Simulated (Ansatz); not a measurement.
# F₂H₆N₂OSi₂: taking an electron away

The task here is to estimate one member of a computed series from the others.

Computed with Ansatz 0.2.0, Gaussian basis. Level: unrestricted cation, the program's frozen cores in correlated methods.

Levels to be run: UKS PBE-D4/def2-TZVPP; UKS r2SCAN-D4/def2-TZVPP; UKS PBE0-D4/def2-TZVPP; UKS B3LYP-D4/def2-TZVPP; then −ε(HOMO) from the neutral's earlier runs with LDA (SPW92), PBE-D4, revPBE-D4, BLYP-D4, r2SCAN-D4, B97M-V, PBE0-D4, B3LYP-D4, r2SCANh-D4, r2SCAN0-D4, HSE06-D4, BHLYP-D4, CAM-B3LYP-D4, LC-ωPBE, ωB97X-V, ωB97M-V.

**The relaxed structure**

All runs share one geometry, relaxed beforehand with PBE0-D4 in a triple-zeta def2 set.

SMILES `N[Si@@H](F)O[Si@@H](N)F`, 13 atoms, charge 0, spin multiplicity 1.

Atoms are counted from 1 here; the program's logs count them from 0.

Bond lengths: N1–Si2 1.690 Å, N1–H8 1.007 Å, N1–H9 1.006 Å, Si2–F3 1.599 Å, Si2–O4 1.622 Å, Si2–H10 1.473 Å, O4–Si5 1.622 Å, Si5–N6 1.690 Å, Si5–F7 1.599 Å, Si5–H11 1.473 Å, N6–H12 1.007 Å, N6–H13 1.006 Å. Angles: Si2–N1–H8 121.3°, Si2–N1–H9 121.4°, H8–N1–H9 112.1°, N1–Si2–F3 114.0°, N1–Si2–O4 107.2°, N1–Si2–H10 110.3°, F3–Si2–O4 106.7°, F3–Si2–H10 105.6°, O4–Si2–H10 113.2°, Si2–O4–Si5 148.3°, O4–Si5–N6 107.1°, O4–Si5–F7 106.7°, O4–Si5–H11 113.2°, N6–Si5–F7 114.0°, N6–Si5–H11 110.3°, F7–Si5–H11 105.6°, Si5–N6–H12 121.3°, Si5–N6–H13 121.4° and more.

Set-up of the first run:

The input, in.yaml:

```yaml
crystal:
  periodic: [false, false, false]
  atoms:
    - {symbol: N, position_ang: [-0.039094, -1.598760, 2.109700]}
    - {symbol: Si, position_ang: [0.915010, -1.097172, 0.808667]}
    - {symbol: F, position_ang: [1.298331, -2.270361, -0.207359]}
    - {symbol: O, position_ang: [0.046422, -0.016956, -0.032788]}
    - {symbol: Si, position_ang: [-0.144430, 0.835642, -1.398820]}
    - {symbol: N, position_ang: [-1.288130, 2.037705, -1.080109]}
    - {symbol: F, position_ang: [1.298392, 1.398906, -1.794535]}
    - {symbol: H, position_ang: [-1.032940, -1.725373, 2.011917]}
    - {symbol: H, position_ang: [0.342168, -2.157934, 2.854152]}
    - {symbol: H, position_ang: [2.197506, -0.559112, 1.294390]}
    - {symbol: H, position_ang: [-0.575154, 0.012059, -2.541808]}
    - {symbol: H, position_ang: [-1.320014, 2.507169, -0.190220]}
    - {symbol: H, position_ang: [-1.677767, 2.599287, -1.818389]}
basis:
  gaussian: {orbitals: def2-TZVPP}
total_charge: 1
magnetization: {spin_polarized: true, initial_magnetization: 1}
hamiltonian: {xc: pbe, dispersion: d4}
```

Started as:

```
$ ansatz run in.yaml --threads 2 --pin off --events-out ev --progress --plain --max-ram 32768MiB --backend cpu
```

Steps of the session up to this table: Cation, UKS PBE-D4/def2-TZVPP; Cation, UKS r2SCAN-D4/def2-TZVPP; Cation, UKS PBE0-D4/def2-TZVPP; Cation, UKS B3LYP-D4/def2-TZVPP.

One of the session's tables, all rows but one given; the rest of the session is left out.

Orbital estimates, from the neutral's runs:

```
  functional  −ε(HOMO) (eV)
 LDA (SPW92)           6.70
      PBE-D4           6.52
   revPBE-D4           6.45
     BLYP-D4           6.39
   r2SCAN-D4           6.84
      B97M-V           6.96
     PBE0-D4           8.03
    B3LYP-D4           7.77
  r2SCANh-D4           7.41
  r2SCAN0-D4           8.27
    HSE06-D4              ?
    BHLYP-D4           9.45
CAM-B3LYP-D4           9.51
     LC-ωPBE          10.95
     ωB97X-V          10.56
     ωB97M-V          10.46
```

Q: Estimate the row for HSE06-D4 from the others.

The run gave: −ε(HOMO) (eV): 7.62. In the column «−ε(HOMO) (eV)» it lies between r2SCANh-D4 (7.41) and B3LYP-D4 (7.77).
